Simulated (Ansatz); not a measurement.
# TaN: how the settings move a relaxation

How sensitive is a relaxation of TaN to its settings? A reference run comes first, then one run with altered input.

Method: reference: DFT, r2SCAN, PAW with Ansatz's default frozen-core files, scalar-relativistic; relaxation of cell and atoms, in Ansatz 0.2.0.

### 1 The system as given

Symmetry: P-6m2, No. 187, hexagonal system. Conventional cell: a = 2.938 Å, b = 2.938 Å, c = 2.883 Å, α = 90.00°, β = 90.00°, γ = 120.00°. Around Ta (site symmetry -6m2) lie 6 N at 2.23 Å. N (site symmetry -6m2) has 6 Ta at 2.23 Å as nearest neighbours.

As a file:

```cif
data_structure
_symmetry_space_group_name_H-M 'P 1'
_symmetry_Int_Tables_number 1
_cell_length_a 2.9380
_cell_length_b 2.9380
_cell_length_c 2.8830
_cell_angle_alpha 90.000
_cell_angle_beta 90.000
_cell_angle_gamma 120.000
_cell_volume 21.55
loop_
_atom_site_label
_atom_site_type_symbol
_atom_site_fract_x
_atom_site_fract_y
_atom_site_fract_z
_atom_site_occupancy
Ta1 Ta 0.00000 0.00000 0.50000 1
N1 N 0.66667 0.33333 0.00000 1
```

### 2 Baseline

File input.yaml:

```yaml
crystal:
  lattice:
    - [2.93799999999, 0.0, 0.0]
    - [-1.469, 2.54438263631, 0.0]
    - [0.0, 0.0, 2.883]
  atoms:
    - { symbol: Ta, position: [0.0, 0.0, 0.5] }
    - { symbol: "N", position: [0.666666666667, 0.333333333333, 0.0] }
kpoints:
  mp_grid: { grid: [12, 12, 12] }
scf:
  occupations: { method: fermi_dirac, width: 0.08 }
hamiltonian:
  xc: r2scan
  pseudopotentials: { kind: paw }
relax:
  f_tol: 0.002
  max_steps: 80
  cell: {}
output:
  forces: true
  stress: true
  write_density: true
  write_potential: true
  elf: true
  volumetric_format: npy
```

Run with:

```
> ansatz run input.yaml --threads 1 --pin off --max-ram 3072MiB --backend cpu --events-out ev --progress --plain --runs-dir out
```

### 3 Variant: n_extra_bands 16, xc pbesol

Edit input.yaml of step 2 so:

```diff
@@ -12,4 +12,5 @@
   occupations: { method: fermi_dirac, width: 0.08 }
+  n_extra_bands: 16
 hamiltonian:
-  xc: r2scan
+  xc: pbesol
   pseudopotentials: { kind: paw }
```

**Question.** What will these runs give? Wanted: for each run, ending; energy change; pressure; gap; force.

**Answer**, as computed:

```
                           run     ending   energy change  pressure (GPa)  gap (eV)  force (eV/Å)  cycles  time
                     reference  converged               -             0.0      0.00          0.00      23  33 s
1: n_extra_bands 16, xc pbesol  converged  not comparable             0.0      0.00          0.00      46  36 s
```

A change of functional puts the total energy on another scale; the final volume goes from 21.54 to 21.26 Å³.
